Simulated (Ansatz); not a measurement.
**C2H7BrSi: up Jacob's ladder to CCSD(T)**

Aim: compute C2H7BrSi with functionals from several rungs and with coupled cluster. The yardstick is the atomisation energy at the CCSD(T) limit.

Method: functionals in def2-TZVPP, the program's frozen cores in correlated methods; program: Ansatz 0.2.0, Gaussian basis.

Plan: PBE-D4, r2SCAN-D4, PBE0-D4, B3LYP-D4, ωB97X-V, ωB97M-V, B2PLYP; CCSD(T)/def2-TZVPP; MP2/def2-QZVPP; extrapolation to the limit.

## Step 1: Structure used throughout

The geometry comes from an earlier relaxation with PBE0-D4 in a triple-zeta def2 set; it is a stationary point, not always the lowest conformer.

SMILES `[SiH3]CCBr`, 11 atoms, charge 0, spin multiplicity 1.

Atoms are counted from 1 here; the program's logs count them from 0.

Bond lengths: Si1–C2 1.886 Å, Si1–H5 1.488 Å, Si1–H6 1.486 Å, Si1–H7 1.488 Å, C2–C3 1.505 Å, C2–H8 1.094 Å, C2–H9 1.094 Å, C3–Br4 1.958 Å, C3–H10 1.089 Å, C3–H11 1.089 Å. Angles: C2–Si1–H5 110.2°, C2–Si1–H6 109.7°, C2–Si1–H7 110.2°, H5–Si1–H6 109.2°, H5–Si1–H7 108.5°, H6–Si1–H7 109.2°, Si1–C2–C3 112.2°, Si1–C2–H8 108.4°, Si1–C2–H9 108.4°, C3–C2–H8 110.5°, C3–C2–H9 110.5°, H8–C2–H9 106.8°, C2–C3–Br4 112.4°, C2–C3–H10 112.5°, C2–C3–H11 112.5°, Br4–C3–H10 104.9°, Br4–C3–H11 104.9°, H10–C3–H11 109.1°.

## Step 2: PBE-D4 (GGA)

in.yaml reads:

```yaml
crystal:
  periodic: [false, false, false]
  atoms:
    - {symbol: Si, position_ang: [0.056338, 1.534911, 0.109228]}
    - {symbol: C, position_ang: [-0.585106, -0.236606, 0.202966]}
    - {symbol: C, position_ang: [0.438977, -1.237827, -0.260479]}
    - {symbol: Br, position_ang: [-0.221808, -3.078153, -0.163955]}
    - {symbol: H, position_ang: [0.424702, 1.874127, -1.291529]}
    - {symbol: H, position_ang: [-0.996387, 2.473052, 0.577282]}
    - {symbol: H, position_ang: [1.263439, 1.689645, 0.964702]}
    - {symbol: H, position_ang: [-0.880398, -0.441977, 1.236079]}
    - {symbol: H, position_ang: [-1.491760, -0.307651, -0.404996]}
    - {symbol: H, position_ang: [0.719824, -1.095780, -1.302720]}
    - {symbol: H, position_ang: [1.337677, -1.230741, 0.354022]}
basis:
  gaussian: {orbitals: def2-TZVPP}
hamiltonian: {xc: pbe, dispersion: d4}
output: {forces: true, orbitals: {seedname: orbitals}}
```

On the command line:

```bash
$ ansatz run in.yaml --threads 4 --pin off --events-out ev --progress --plain --max-ram 10444MiB
```

After this run come: r2SCAN-D4 (meta-GGA); PBE0-D4 (hybrid); B3LYP-D4 (hybrid); ωB97X-V (range-separated); ωB97M-V (range-separated); B2PLYP (double hybrid); CCSD(T) in def2-TZVPP; MP2 in def2-QZVPP.

Q: Predict the results of all the runs planned. Wanted: atomisation energy, CCSD(T)/CBS; farthest; mean size of error, hybrid; mean size of error, range-separated; gap, smallest and largest; T1 diagnostic; triples share of the correlation energy.

As calculated:

| quantity | value |
| --- | --- |
| atomisation energy, CCSD(T)/CBS | 3728.1 kJ/mol |
| functionals within 37.3 kJ/mol (1.0 %) | PBE-D4, r2SCAN-D4, PBE0-D4, B3LYP-D4, ωB97X-V, ωB97M-V |
| farthest | B2PLYP (-53.4 kJ/mol) |
| mean size of error, hybrid | 10.5 kJ/mol |
| mean size of error, range-separated | 4.7 kJ/mol |
| gap, smallest and largest | 5.37 eV (PBE-D4), 12.13 eV (ωB97X-V) |
| T1 diagnostic | 0.0089 |
| triples share of the correlation energy | 3.6 % |

PBE-D4 is off by +21.1 kJ/mol. Double hybrids carry the basis error of their MP2 part in triple zeta, and no dispersion term here, so their miss is partly the set-up's. The reference freezes the cores and leaves out relativity and excitations past (T), and its outer-core shells are covered unevenly, so misses under about 37.3 kJ/mol can't be ranked. All levels share the lack of spin-orbit coupling, which lowers the free heavy atoms and so the true binding. Hartree-Fock recovers 75 % of the binding; the rest is correlation. Orbital gaps span 5.4 to 12.1 eV; exact exchange widens them. Correlated methods include outer-core shells of Br, which these sets cover unevenly.
